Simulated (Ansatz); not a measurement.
**ClF2HOSn: small, medium and large basis sets**

An exercise on one series of results from a longer session: the logs are not shown, and one member is left open.

The runs use Ansatz 0.2.0, Gaussian basis; one geometry, several basis sets.

The runs, in order: PBE0-D4/def2-SVP; ωB97M-V/def2-SVP; PBE0-D4/def2-QZVPP; ωB97M-V/def2-QZVPP; the functionals' def2-TZVPP values are taken from earlier runs.

1 further run of the same task is left out (for a known fault of the program).

## The geometry

The geometry comes from an earlier relaxation with PBE0-D4 in a triple-zeta def2 set; it is a stationary point. Sn takes the def2 core potential; no spin-orbit term is included.

SMILES `[OH][Sn]([F])([F])[Cl]`, 6 atoms, charge 0, spin multiplicity 1.

Atoms are counted from 1 here; the program's logs count them from 0.

Bond lengths: O1–Sn2 1.923 Å, O1–H6 0.962 Å, Sn2–F3 1.884 Å, Sn2–F4 1.892 Å, Sn2–Cl5 2.279 Å. Angles: Sn2–O1–H6 113.6°, O1–Sn2–F3 106.5°, O1–Sn2–F4 110.4°, O1–Sn2–Cl5 114.9°, F3–Sn2–F4 106.2°, F3–Sn2–Cl5 110.3°, F4–Sn2–Cl5 108.2°.

The first run:

in.yaml

```yaml
crystal:
  periodic: [false, false, false]
  atoms:
    - {symbol: O, position_ang: [-0.463970, 0.283943, 1.476328]}
    - {symbol: Sn, position_ang: [0.252438, -0.175662, -0.247544]}
    - {symbol: F, position_ang: [1.982484, -0.856486, 0.056670]}
    - {symbol: F, position_ang: [-0.743292, -1.587067, -1.019748]}
    - {symbol: Cl, position_ang: [0.329429, 1.540625, -1.744409]}
    - {symbol: H, position_ang: [-1.314990, 0.730647, 1.432505]}
basis:
  gaussian: {orbitals: def2-SVP}
hamiltonian: {xc: pbe0, dispersion: d4}
output: {orbitals: {seedname: orbitals}}
```

Command:

```
> ansatz run in.yaml --threads 4 --pin off --events-out ev --progress --plain --max-ram 10444MiB
```

Steps of the session up to this table: PBE0-D4 in def2-SVP; ωB97M-V in def2-SVP; PBE0-D4 in def2-QZVPP; ωB97M-V in def2-QZVPP.

One of the session's tables, all rows but one given; the rest of the session is left out.

It belongs to the step «Density functionals: the series». 

```
functional       basis  HOMO (eV)  LUMO (eV)
   PBE0-D4    def2-SVP      -9.89      -2.71
   PBE0-D4  def2-TZVPP          ?          ?
   PBE0-D4  def2-QZVPP     -10.11      -2.93
   ωB97M-V    def2-SVP     -12.19      -0.52
   ωB97M-V  def2-TZVPP     -12.43      -0.79
   ωB97M-V  def2-QZVPP     -12.46      -0.91
```

**Question.** Estimate the row for PBE0-D4, def2-TZVPP.

**Answer.** HOMO (eV): -10.09; LUMO (eV): -2.90. In the column «HOMO (eV)» it lies between PBE0-D4, def2-QZVPP (-10.11) and PBE0-D4, def2-SVP (-9.89).
